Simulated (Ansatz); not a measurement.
**C₂H₅GeSi radical: how energies converge with the basis set**

One table from this session's results is given with a row withheld; the runs are named, their logs left out.

Computed with Ansatz 0.2.0, Gaussian basis. Level: one geometry, several basis sets.

Plan: PBE0-D4/def2-SVP; ωB97M-V/def2-SVP; PBE0-D4/def2-QZVPP; ωB97M-V/def2-QZVPP; the functionals' def2-TZVPP values are taken from earlier runs.

## The relaxed structure

The geometry comes from an earlier relaxation with PBE0-D4 in a triple-zeta def2 set; it is a stationary point, not always the lowest conformer.

SMILES `[SiH2]C#[C][GeH3]`, 9 atoms, charge 0, spin multiplicity 2.

Atoms are counted from 1 here; the program's logs count them from 0.

Bond lengths: Si1–C2 1.801 Å, Si1–H5 1.484 Å, Si1–H6 1.484 Å, C2–C3 1.218 Å, C3–Ge4 1.901 Å, Ge4–H7 1.533 Å, Ge4–H8 1.533 Å, Ge4–H9 1.533 Å. Angles: C2–Si1–H5 111.7°, C2–Si1–H6 111.7°, H5–Si1–H6 112.4°, Si1–C2–C3 174.8°, C2–C3–Ge4 179.2°, C3–Ge4–H7 108.6°, C3–Ge4–H8 108.5°, C3–Ge4–H9 108.5°, H7–Ge4–H8 110.3°, H7–Ge4–H9 110.3°, H8–Ge4–H9 110.5°.

Set-up of the first run:

in.yaml

```yaml
crystal:
  periodic: [false, false, false]
  atoms:
    - {symbol: Si, position_ang: [0.082094, 2.336532, -1.455874]}
    - {symbol: C, position_ang: [0.032422, 0.807034, -0.505519]}
    - {symbol: C, position_ang: [0.108456, -0.236482, 0.118533]}
    - {symbol: Ge, position_ang: [0.202093, -1.863527, 1.097113]}
    - {symbol: H, position_ang: [-0.734530, 2.241754, -2.691146]}
    - {symbol: H, position_ang: [-0.281929, 3.510563, -0.624708]}
    - {symbol: H, position_ang: [1.629303, -2.414551, 0.994559]}
    - {symbol: H, position_ang: [-0.796592, -2.855513, 0.490478]}
    - {symbol: H, position_ang: [-0.152817, -1.572109, 2.559464]}
basis:
  gaussian: {orbitals: def2-SVP}
magnetization: {spin_polarized: true, initial_magnetization: 1}
hamiltonian: {xc: pbe0, dispersion: d4}
output: {orbitals: {seedname: orbitals}}
```

Among the steps run: PBE0-D4 in def2-SVP; ωB97M-V in def2-SVP; PBE0-D4 in def2-QZVPP; ωB97M-V in def2-QZVPP.

One table of the session follows, with a row left open; its other results are not shown here.

It belongs to the step «Density functionals: the series». 

| functional | basis | HOMO (eV) | LUMO (eV) |
| --- | --- | --- | --- |
| PBE0-D4 | def2-SVP | -6.10 | -2.66 |
| PBE0-D4 | def2-TZVPP | -6.12 | -2.69 |
| PBE0-D4 | def2-QZVPP | ? | ? |
| ωB97M-V | def2-SVP | -7.76 | -0.96 |
| ωB97M-V | def2-TZVPP | -7.82 | -1.06 |
| ωB97M-V | def2-QZVPP | -7.83 | -1.10 |

**Question.** Estimate the row for PBE0-D4, def2-QZVPP.

The run gave: HOMO (eV): -6.13; LUMO (eV): -2.70. In the column «HOMO (eV)» it lies between ωB97M-V, def2-SVP (-7.76) and PBE0-D4, def2-TZVPP (-6.12).
